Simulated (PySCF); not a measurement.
**C5H9NOSi: electronic excitations**

What electronic excitations should C5H9NOSi (`N#C[SiH]1CCOCC1`) show?

The runs use PySCF 2.14.0, with density-fitted response routines of our own; the level of theory stands in each step. All values are computed, except where a source is named. Atoms are numbered from 0 throughout.

## Step 1: The starting structure

17 atoms, charge 0, multiplicity 1; geometry from: GFN2-xTB.

Bonds of the start (Å): N0–C1 1.15, C1–Si2 1.87, Si2–C3 1.90, C3–C4 1.53, C4–O5 1.41, O5–C6 1.41, C6–C7 1.53, C7–Si2 1.90, Si2–H8 1.46, C3–H9 1.09, C3–H10 1.09, C4–H11 1.10, C4–H12 1.09, C6–H13 1.10, C6–H14 1.09, C7–H15 1.09, C7–H16 1.09.

## Step 2: Excited states and response: wB97X-D/def2-SVPD

What the job is given:

```
{"job": {"kind": "uv", "xc": "wB97X-D", "basis": "def2-SVPD", "nstates": 8, "ntriplets": 3}, "charge": 0, "multiplicity": 1}
N      2.290397    -1.922331     1.668015
C      1.823564    -1.420654     0.749688
Si     1.036781    -0.587485    -0.733203
C     -0.778123    -1.152609    -0.798055
C     -1.580576    -0.408263     0.275451
O     -1.468758     0.993065     0.194902
C     -0.236326     1.509502     0.638900
C      0.919948     1.269457    -0.338790
H      1.832233    -0.920966    -1.915314
H     -0.893281    -2.224660    -0.641772
H     -1.204323    -0.919319    -1.774488
H     -1.267235    -0.750455     1.274492
H     -2.648745    -0.614102     0.159986
H      0.015559     1.079823     1.621431
H     -0.408068     2.582489     0.765277
H      1.835850     1.667606     0.096654
H      0.724105     1.830932    -1.253084
```

With the program's defaults for keys left out, this is: TDDFT wB97X-D/def2-SVPD, vertical, gas phase, core orbitals frozen in the response.

On the command line:

```
$ OMP_NUM_THREADS=1 python probes_run.py task.json out
```

This one command runs all jobs of the session in turn.

Predict these results of the whole session: lowest singlet (wB97X-D/def2-SVPD); brightest single state of those computed; lowest triplet.

**Answer**, as computed:

```
                                quantity                        value
      lowest singlet (wB97X-D/def2-SVPD)  7.11 eV (174 nm), f = 0.000
brightest single state of those computed  state 8, 8.10 eV, f = 0.039
                          lowest triplet                      6.08 eV
```

**Reading.** The first singlet state (HOMO→LUMO 0.29, HOMO−1→LUMO+1 0.25) lies at 7.11 eV and is dark; of the 8 states computed, the strongest absorption comes from state 8 at 8.10 eV (the last computed, so partners may be missing). The lowest triplet lies 1.03 eV below the lowest singlet (triplets in Tamm-Dancoff, singlets in full TDDFT).
